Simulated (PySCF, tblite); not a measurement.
**C6H11B: a rotation path, then NMR shifts on frames**

How do NMR shifts of C6H11B (`B[C@@H]1C[C@H]1C1CC1`) change as the atoms move?

Computed with tblite 0.8.0 and PySCF 2.14.0, with density-fitted response routines of our own, on a single molecule in the gas phase. Atoms are numbered from 0 throughout.

**1. The starting structure**

18 atoms, charge 0, multiplicity 1; geometry from: GFN2-xTB.

Bonds of the start (Å): B0–C1 1.53, C1–C2 1.52, C2–C3 1.48, C3–C4 1.49, C4–C5 1.50, C5–C6 1.50, C3–C1 1.54, C6–C4 1.50, B0–H7 1.17, B0–H8 1.17, C1–H9 1.09, C2–H10 1.08, C2–H11 1.08, C3–H12 1.08, C4–H13 1.08, C5–H14 1.08, C5–H15 1.08, C6–H16 1.08, C6–H17 1.08.

**2. The rotation path with GFN2-xTB**

Job settings and geometry (Å):

```
{"job": {"kind": "neb", "xc": "GFN2-xTB", "basis": "xTB", "atoms": [2, 3, 4, 6], "turn": 120}, "charge": 0, "multiplicity": 1}
B      2.504304     1.076106    -0.579782
C      1.554543     0.197400     0.241573
C      1.301457    -1.257256    -0.133298
C      0.232297    -0.265884    -0.386669
C     -0.998406    -0.237038     0.452419
C     -2.333752    -0.511367    -0.178251
C     -1.993787     0.873896     0.277042
H      2.657227     0.860018    -1.720383
H      3.068296     1.970594    -0.079332
H      1.464134     0.385301     1.306888
H      1.174066    -1.956087     0.680536
H      1.845269    -1.659294    -0.974398
H      0.066419     0.031394    -1.415061
H     -0.850324    -0.605186     1.461134
H     -2.361972    -0.704876    -1.239701
H     -3.060687    -1.076371     0.384914
H     -2.489342     1.264387     1.152629
H     -1.788502     1.620581    -0.475245
```

Method: GFN2-xTB climbing-image nudged elastic band, gas phase.

On the command line:

```console
> OMP_NUM_THREADS=1 python probes_run.py task.json out
```

The driver reads the jobs from task.json and runs them one after another.

Log:

```text
image   E - E0 / eV
  0       0.0000
  1       0.0118
  2       0.0386
  3       0.0637
  4       0.0750
  5       0.0785
  6       0.0780
  7       0.0651
  8       0.0454
```

It took 2.8 s on 1 thread of AMD EPYC 7B13, shared host; peak memory 0.18 GiB.

The final band, with the dihedral C2–C3–C4–C6:

| image | dihedral (°) | energy (eV) | energy (kcal/mol) |
| --- | --- | --- | --- |
| 0 | 173 | 0.000 | 0.0 |
| 1 | 190 | 0.012 | 0.3 |
| 2 | 208 | 0.039 | 0.9 |
| 3 | 225 | 0.064 | 1.5 |
| 4 | 242 | 0.075 | 1.7 |
| 5 | 259 | 0.078 | 1.8 |
| 6 | 275 | 0.078 | 1.8 |
| 7 | 292 | 0.065 | 1.5 |
| 8 | 310 | 0.045 | 1.0 |

**3. Shielding tensors: image 0, PBE0/pcSseg-1**

Job settings and geometry (Å):

```
{"job": {"kind": "nmr", "xc": "PBE0", "basis": "pcSseg-1", "pop": false}, "charge": 0, "multiplicity": 1}
B      2.504300     1.076100    -0.579800
C      1.554500     0.197400     0.241600
C      1.301500    -1.257300    -0.133300
C      0.232300    -0.265900    -0.386700
C     -0.998400    -0.237000     0.452400
C     -2.333800    -0.511400    -0.178300
C     -1.993800     0.873900     0.277000
H      2.657200     0.860000    -1.720400
H      3.068300     1.970600    -0.079300
H      1.464100     0.385300     1.306900
H      1.174100    -1.956100     0.680500
H      1.845300    -1.659300    -0.974400
H      0.066400     0.031400    -1.415100
H     -0.850300    -0.605200     1.461100
H     -2.362000    -0.704900    -1.239700
H     -3.060700    -1.076400     0.384900
H     -2.489300     1.264400     1.152600
H     -1.788500     1.620600    -0.475200
```

Level: GIAO PBE0/pcSseg-1 NMR shielding, non-relativistic, gas phase.

Log:

```text
coarse grid: 14424 points
cycle   1  E = -259.5898345676  dE =  9.446e-01  |g| = 3.634e-01  |ddm| = 3.649e+00
cycle   2  E = -259.5912163995  dE = -1.382e-03  |g| = 3.807e-01  |ddm| = 7.028e-01
cycle   3  E = -259.6293253652  dE = -3.811e-02  |g| = 4.058e-02  |ddm| = 3.699e-01
cycle   4  E = -259.6296591208  dE = -3.338e-04  |g| = 1.779e-02  |ddm| = 5.911e-02
cycle   5  E = -259.6297357177  dE = -7.660e-05  |g| = 6.659e-03  |ddm| = 2.284e-02
cycle   6  E = -259.6297459464  dE = -1.023e-05  |g| = 1.269e-03  |ddm| = 6.696e-03
cycle   7  E = -259.6297463480  dE = -4.016e-07  |g| = 2.136e-04  |ddm| = 1.299e-03
final grid: 137552 points
cycle   8  E = -259.6719276269  dE = -5.187e-05  |g| = 8.846e-03  |ddm| = 3.910e-02
cycle   9  E = -259.6719201690  dE =  7.458e-06  |g| = 1.049e-02  |ddm| = 1.799e-02
cycle  10  E = -259.6719487263  dE = -2.856e-05  |g| = 8.908e-04  |ddm| = 9.970e-03
cycle  11  E = -259.6719489294  dE = -2.032e-07  |g| = 2.678e-04  |ddm| = 1.212e-03
cycle  12  E = -259.6719489457  dE = -1.632e-08  |g| = 7.382e-05  |ddm| = 2.776e-04
cycle  13  E = -259.6719489471  dE = -1.354e-09  |g| = 1.083e-05  |ddm| = 7.098e-05
cycle  14  E = -259.6719489471  dE = -2.808e-11  |g| = 3.175e-06  |ddm| = 1.561e-05
converged SCF energy = -259.6719489471

GIAO shielding tensors (ppm)
atom      isotropic    diamagn.    paramagn.     s11        s22        s33       span
  0 B       16.824     192.543    -175.719    -61.773    -12.620    124.865    186.638
  1 C      158.143     254.946     -96.803     92.956    177.589    203.883    110.927
  2 C      163.752     254.082     -90.330    143.738    162.045    185.474     41.736
  3 C      152.407     246.522     -94.115    122.291    145.106    189.824     67.534
  4 C      167.617     244.271     -76.655    139.024    145.428    218.398     79.374
  5 C      178.814     254.495     -75.681    150.441    175.802    210.199     59.758
  6 C      179.920     252.527     -72.607    150.119    176.394    213.247     63.128
  7 H       25.011      30.311      -5.300     16.416     28.022     30.597     14.181
  8 H       24.014      29.706      -5.692     17.308     26.871     27.862     10.554
  9 H       30.422      33.273      -2.850     25.175     28.929     37.163     11.988
 10 H       30.443      32.033      -1.590     25.597     27.927     37.805     12.208
 11 H       30.344      31.675      -1.331     24.554     26.361     40.118     15.564
 12 H       31.089      33.299      -2.210     23.824     30.737     38.706     14.882
 13 H       31.589      32.198      -0.609     24.261     30.387     40.117     15.856
 14 H       31.368      31.689      -0.321     25.866     28.693     39.545     13.679
 15 H       31.070      30.521       0.549     25.354     26.451     41.404     16.050
 16 H       31.172      30.666       0.506     25.549     26.437     41.530     15.981
 17 H       31.602      31.789      -0.187     26.260     28.944     39.603     13.343
```

Run time: 23 s. Hardware: 1 thread of AMD EPYC 7B13, shared host; peak memory 0.86 GiB.

Shifts follow as δ = σ(reference) − σ, with reference shieldings (ppm) from runs at the same level and on the same kind of geometry: 1H TMS 31.72, 13C TMS 186.9, 11B BF3·OEt2 100.1. The references are single molecules in the gas phase. Each atom is listed at this fixed geometry, with no averaging over motion; a spectrum would average atoms that exchange fast.

| atoms | environment | σ (ppm) | δ (ppm) |
| --- | --- | --- | --- |
| C3 | three-membered-ring carbon | 152.4 | 34.5 |
| C1 | three-membered-ring carbon | 158.1 | 28.8 |
| C2 | three-membered-ring carbon | 163.8 | 23.2 |
| C4 | three-membered-ring carbon | 167.6 | 19.3 |
| C5 | three-membered-ring carbon | 178.8 | 8.1 |
| C6 | three-membered-ring carbon | 179.9 | 7.0 |
| H8 | hydrogen on a boron bonded to C | 24.01 | 7.70 |
| H7 | hydrogen on a boron bonded to C | 25.01 | 6.71 |
| H11 | hydrogen on a three-membered-ring carbon | 30.34 | 1.37 |
| H9 | hydrogen on a three-membered-ring carbon | 30.42 | 1.29 |
| H10 | hydrogen on a three-membered-ring carbon | 30.44 | 1.27 |
| H15 | hydrogen on a three-membered-ring carbon | 31.07 | 0.65 |
| H12 | hydrogen on a three-membered-ring carbon | 31.09 | 0.63 |
| H16 | hydrogen on a three-membered-ring carbon | 31.17 | 0.55 |
| H14 | hydrogen on a three-membered-ring carbon | 31.37 | 0.35 |
| H13 | hydrogen on a three-membered-ring carbon | 31.59 | 0.13 |
| H17 | hydrogen on a three-membered-ring carbon | 31.60 | 0.11 |
| B0 | boron bonded to C, 2 H | 16.8 | 83.2 |

Ring of atoms C1, C2, C3: NICS(0) -42.7, NICS(1) -7.4, NICS(1)zz -21.9 ppm (means of both faces).

The two faces differ (NICS(1)zz -24.5 and -19.3 ppm).

In rings of three or four atoms NICS is ruled by the nearby σ bonds, so it says little on aromaticity.

Ring of atoms C4, C5, C6: NICS(0) -43.6, NICS(1) -8.5, NICS(1)zz -22.0 ppm (means of both faces).

In rings of three or four atoms NICS is ruled by the nearby σ bonds, so it says little on aromaticity.

Orbitals, density, ELF and potential are computed afterwards from the orbital file.

Frontier orbitals at PBE0/pcSseg-1, with the share of their density that lies nearest to each atom:

| orbital | energy (eV) | lies on |
| --- | --- | --- |
| HOMO | -7.41 | C3, C4 about 16 % each; C1, C6 about 11 % each; C2, C5 about 9 % each |
| LUMO | -1.07 | B0 49 %; H7, H8 about 14 % each |

ELF in a plane through or near 6 of the atoms.

Ten even steps from ' ' (0.00) to '@' (1.00):
```
                                                        
                                                        
                                                        
          ......                                        
        ==%%%%##--              ==**==..                
      --%%@@@@@@++            --%%@@%%==..              
      --%%@@@@@@==....        ::%%@@@@**--..            
      ..==##**::  ==**--::    ..++**::==++--..          
        ..--..++::%%##**++==::::++++--####--..          
          ....::##%%**####++****==++**%%##==::          
            ..--++++==**..**==@@++%%##  ++@@@@**..      
                ..==++**##++**##**%%%%==@@@@@@@@--      
                ==##::::%%##++::--******@@@@@@@@::      
              --%%@@**--**==::    ..::::++%%%%==        
              ==%%%%##++==::..            ....          
                ::--......                              
                                                        
                                                        
                                                        
                                                        
```
The map spans 11.6 Å across and 9.3 Å up, centred on the molecule. Atoms in the plane (x, y in Å): B0 (-2.6, 0.9), C2 (-1.2, -1.4), C3 (-0.3, -0.3), C5 (2.3, -0.3), C6 (1.9, 1.0), H15 (3.2, -0.8).

On the surface of density 0.002 e/bohr³ the electrostatic potential runs, from the 1st to the 99th percentile, from -0.48 to 0.81 V.

**4. NMR shieldings: image 2, PBE0/pcSseg-1**

Job settings and geometry (Å):

```
{"job": {"kind": "nmr", "xc": "PBE0", "basis": "pcSseg-1", "pop": false}, "charge": 0, "multiplicity": 1}
B      2.691600     0.978600    -0.410300
C      1.609400     0.119000     0.253500
C      1.141200    -1.189900    -0.369900
C      0.230800    -0.020300    -0.396700
C     -0.975600     0.019000     0.483800
C     -2.233100    -0.687100     0.058000
C     -2.181000     0.809600     0.073200
H      2.806000     0.981600    -1.574900
H      3.401400     1.640100     0.243700
H      1.557300     0.112400     1.338300
H      0.915200    -2.002000     0.305200
H      1.611200    -1.501200    -1.290400
H      0.099600     0.472700    -1.352800
H     -0.747800    -0.009500     1.542900
H     -2.233000    -1.189800    -0.896800
H     -2.817700    -1.188900     0.813900
H     -2.738100     1.339800     0.830900
H     -2.146300     1.322300    -0.876600
```

Level: GIAO PBE0/pcSseg-1 NMR shielding, non-relativistic, gas phase.

Log:

```text
coarse grid: 14424 points
cycle   1  E = -259.5890907961  dE =  9.442e-01  |g| = 3.630e-01  |ddm| = 3.636e+00
cycle   2  E = -259.5901115821  dE = -1.021e-03  |g| = 3.820e-01  |ddm| = 7.015e-01
cycle   3  E = -259.6284612103  dE = -3.835e-02  |g| = 3.922e-02  |ddm| = 3.704e-01
cycle   4  E = -259.6287726166  dE = -3.114e-04  |g| = 1.746e-02  |ddm| = 5.846e-02
cycle   5  E = -259.6288472137  dE = -7.460e-05  |g| = 6.612e-03  |ddm| = 2.302e-02
cycle   6  E = -259.6288573588  dE = -1.015e-05  |g| = 1.220e-03  |ddm| = 6.602e-03
cycle   7  E = -259.6288577355  dE = -3.767e-07  |g| = 1.889e-04  |ddm| = 1.251e-03
final grid: 137552 points
cycle   8  E = -259.6695787904  dE = -5.142e-05  |g| = 8.626e-03  |ddm| = 4.240e-02
cycle   9  E = -259.6695717116  dE =  7.079e-06  |g| = 1.024e-02  |ddm| = 1.807e-02
cycle  10  E = -259.6695988846  dE = -2.717e-05  |g| = 8.180e-04  |ddm| = 9.729e-03
cycle  11  E = -259.6695990564  dE = -1.717e-07  |g| = 2.593e-04  |ddm| = 1.124e-03
cycle  12  E = -259.6695990716  dE = -1.529e-08  |g| = 7.027e-05  |ddm| = 2.688e-04
cycle  13  E = -259.6695990729  dE = -1.251e-09  |g| = 9.762e-06  |ddm| = 6.947e-05
cycle  14  E = -259.6695990729  dE = -2.308e-11  |g| = 3.013e-06  |ddm| = 1.393e-05
converged SCF energy = -259.6695990729

GIAO shielding tensors (ppm)
atom      isotropic    diamagn.    paramagn.     s11        s22        s33       span
  0 B       16.126     192.184    -176.058    -62.233    -14.166    124.777    187.009
  1 C      154.665     255.121    -100.456     91.275    171.433    201.287    110.011
  2 C      164.661     253.527     -88.866    141.931    163.964    188.088     46.157
  3 C      154.250     246.921     -92.671    123.960    145.816    192.974     69.014
  4 C      168.226     243.910     -75.684    141.299    143.284    220.094     78.794
  5 C      179.911     253.737     -73.826    149.560    176.818    213.357     63.797
  6 C      177.226     253.180     -75.954    147.558    174.385    209.734     62.176
  7 H       24.930      30.090      -5.159     16.346     28.022     30.423     14.077
  8 H       23.944      29.487      -5.544     17.199     26.939     27.693     10.494
  9 H       30.397      33.225      -2.827     24.912     29.179     37.101     12.190
 10 H       30.490      32.146      -1.655     25.864     27.960     37.647     11.784
 11 H       30.532      31.939      -1.406     24.835     26.513     40.249     15.414
 12 H       30.844      33.248      -2.404     23.155     30.584     38.794     15.639
 13 H       31.382      32.083      -0.701     23.322     30.667     40.159     16.837
 14 H       31.410      31.707      -0.296     26.091     28.759     39.382     13.291
 15 H       31.254      30.766       0.488     25.597     26.613     41.551     15.954
 16 H       30.987      30.420       0.566     25.278     26.348     41.334     16.056
 17 H       31.409      31.668      -0.259     25.960     28.842     39.425     13.464
```

Run time: 17 s. Hardware: 1 thread of AMD EPYC 7B13, shared host; peak memory 0.87 GiB.

Key values: δ C3 32.7, C1 32.3, C2 22.3, C4 18.7, H8 7.77, H7 6.79 ppm.

[end of part 1 of 2]
